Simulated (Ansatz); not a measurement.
# GeH₅NO (built from SMILES [NH2][GeH2][OH]): search for a transition state

Is there a first-order saddle for this 1,2-elimination, which should form O2–H4 and break Ge1–O2, N3–H4, and which two structures does it connect?

Computed with Ansatz 0.2.0, Gaussian basis. Level: PBE0-D4, def2-SVP first, then def2-TZVP.

116 further runs of the same task are left out: 2 that didn't finish, 114 set aside as unsound or not needed.

## (1) Starting geometry

The guess: 8 atoms, charge 0, spin multiplicity 1.

Atoms are counted from 1 here; the program's logs count them from 0.

Bond lengths: Ge1–O2 2.076 Å, Ge1–N3 1.729 Å, Ge1–H5 1.529 Å, Ge1–H6 1.525 Å, O2–H4 1.173 Å, O2–H7 0.959 Å, N3–H8 1.008 Å. Angles: O2–Ge1–N3 77.2°, O2–Ge1–H5 102.1°, O2–Ge1–H6 98.9°, N3–Ge1–H5 131.7°, N3–Ge1–H6 119.8°, H5–Ge1–H6 108.1°, Ge1–O2–H4 70.4°, Ge1–O2–H7 123.5°, H4–O2–H7 113.9°, Ge1–N3–H8 126.1°.

As a file:

```
Ge   -0.1585    0.5211    0.6736
O     0.1248    0.2121   -1.3596
N     0.3220   -1.1387    0.6022
H     0.3978   -0.7646   -0.7711
H     0.6395    1.8023    0.9173
H    -1.6394    0.8833    0.6530
H    -0.5949    0.1013   -1.9836
H     0.9087   -1.6167    1.2682
```

Distances that are to change: O2–H4 1.17 Å, Ge1–O2 2.08 Å, N3–H4 1.43 Å.

## (2) Constrained relaxation of the guess

hold/in.yaml

```yaml
crystal:
  periodic: [false, false, false]
  atoms:
    - {symbol: Ge, position_ang: [-0.158500, 0.521100, 0.673600]}
    - {symbol: O, position_ang: [0.124800, 0.212100, -1.359600]}
    - {symbol: N, position_ang: [0.322000, -1.138700, 0.602200]}
    - {symbol: H, position_ang: [0.397800, -0.764600, -0.771100]}
    - {symbol: H, position_ang: [0.639500, 1.802300, 0.917300]}
    - {symbol: H, position_ang: [-1.639400, 0.883300, 0.653000]}
    - {symbol: H, position_ang: [-0.594900, 0.101300, -1.983600]}
    - {symbol: H, position_ang: [0.908700, -1.616700, 1.268200]}
basis:
  gaussian: {orbitals: def2-SVP}
hamiltonian: {xc: pbe0, dispersion: d4}
relax: {f_tol: 0.04, max_steps: 150, escape_saddle: false, constraints: [{distance: [1, 3]}, {distance: [0, 1]}, {distance: [2, 3]}]}
```

Started as:

```sh
> ansatz run in.yaml --threads 4 --pin off --events-out ev --progress --plain --max-ram 9574MiB
```

Further steps of the session: Force constants to start from; Saddle search in the small basis; Saddle search in triple zeta; Checking the order of the point; Relaxing after a step of 0.30 Å one way along the mode; Relaxing after a step of 0.30 Å the other way along the mode.

Q: Predict the outcome of this session. Wanted: imaginary mode; barrier from the start side; barrier from the end side; energy of the step; pairs that change; zero-point energy at the saddle.

**Answer**, as computed:

| quantity | value |
| --- | --- |
| imaginary mode | 510i cm⁻¹ |
| barrier from the start side | 234.2 kJ/mol |
| barrier from the end side | 7.4 kJ/mol |
| energy of the step | +226.8 kJ/mol |
| pairs that change | O2–H4 formed, Ge1–O2 broken, N3–H4 broken |
| zero-point energy at the saddle | 1.401 eV |

What this shows: The point has a single imaginary mode (510i cm⁻¹), as a transition state must. Going downhill both ways gives the intended start and end. At PBE0-D4/def2-TZVP the electronic barrier is 234.2 kJ/mol, about 94 kT at 298 K, and the step runs 226.8 kJ/mol uphill. A step off the saddle overshot and began above it in energy, so the link to its end is likely but not proven. Lower complexes than these ends may exist.
